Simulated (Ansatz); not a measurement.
**C2H7FOSi2: how energies converge with the basis set**

An exercise on one series of results from a longer session: the logs are not shown, and one member is left open.

The runs use Ansatz 0.2.0, Gaussian basis; one geometry, several basis sets.

The runs, in order: PBE0-D4/def2-SVP; ωB97M-V/def2-SVP; PBE0-D4/def2-QZVPP; ωB97M-V/def2-QZVPP; the functionals' def2-TZVPP values are taken from earlier runs.

## The geometry

The geometry comes from an earlier relaxation with PBE0-D4 in a triple-zeta def2 set; it is a stationary point, not always the lowest conformer.

13 atoms, charge 0, spin multiplicity 1.

Atoms are counted from 1 here; the program's logs count them from 0.

Bond lengths: C1–C2 1.330 Å, C1–H7 1.086 Å, C1–H8 1.086 Å, C2–Si3 1.850 Å, C2–H9 1.089 Å, Si3–O4 1.643 Å, Si3–H10 1.486 Å, Si3–H11 1.489 Å, O4–Si5 1.615 Å, Si5–F6 1.594 Å, Si5–H12 1.480 Å, Si5–H13 1.477 Å. Angles: C2–C1–H7 122.2°, C2–C1–H8 121.4°, H7–C1–H8 116.3°, C1–C2–Si3 123.1°, C1–C2–H9 118.5°, Si3–C2–H9 118.4°, C2–Si3–O4 108.2°, C2–Si3–H10 110.9°, C2–Si3–H11 110.8°, O4–Si3–H10 109.1°, O4–Si3–H11 109.4°, H10–Si3–H11 108.4°, Si3–O4–Si5 147.9°, O4–Si5–F6 109.7°, O4–Si5–H12 110.7°, O4–Si5–H13 108.6°, F6–Si5–H12 107.1°, F6–Si5–H13 107.6° and more.

The first run:

Contents of in.yaml:

```yaml
crystal:
  periodic: [false, false, false]
  atoms:
    - {symbol: C, position_ang: [-0.732232, -2.162704, 0.447185]}
    - {symbol: C, position_ang: [0.406338, -1.689676, 0.945200]}
    - {symbol: Si, position_ang: [0.951659, 0.064756, 0.728100]}
    - {symbol: O, position_ang: [-0.184144, 0.848590, -0.163627]}
    - {symbol: Si, position_ang: [-0.516368, 1.976511, -1.270842]}
    - {symbol: F, position_ang: [-0.436165, 3.422413, -0.604868]}
    - {symbol: H, position_ang: [-1.039953, -3.195256, 0.585205]}
    - {symbol: H, position_ang: [-1.408536, -1.530206, -0.120275]}
    - {symbol: H, position_ang: [1.047391, -2.365471, 1.510217]}
    - {symbol: H, position_ang: [1.091471, 0.743055, 2.042286]}
    - {symbol: H, position_ang: [2.261858, 0.128063, 0.024349]}
    - {symbol: H, position_ang: [0.480548, 1.946199, -2.364303]}
    - {symbol: H, position_ang: [-1.901467, 1.779025, -1.743830]}
basis:
  gaussian: {orbitals: def2-SVP}
hamiltonian: {xc: pbe0, dispersion: d4}
output: {orbitals: {seedname: orbitals}}
```

Among the steps run: PBE0-D4 in def2-SVP; ωB97M-V in def2-SVP; PBE0-D4 in def2-QZVPP; ωB97M-V in def2-QZVPP.

One of the session's tables, all rows but one given; the rest of the session is left out.

It belongs to the step «Functionals by basis». 

| functional | basis | HOMO (eV) |
| --- | --- | --- |
| PBE0-D4 | def2-SVP | -8.05 |
| PBE0-D4 | def2-TZVPP | -8.11 |
| PBE0-D4 | def2-QZVPP | -8.12 |
| ωB97M-V | def2-SVP | ? |
| ωB97M-V | def2-TZVPP | -10.35 |
| ωB97M-V | def2-QZVPP | -10.36 |

Estimate the missing values for ωB97M-V, def2-SVP.

**Answer.** HOMO (eV): -10.27. In the column «HOMO (eV)» it lies between ωB97M-V, def2-TZVPP (-10.35) and PBE0-D4, def2-QZVPP (-8.12).
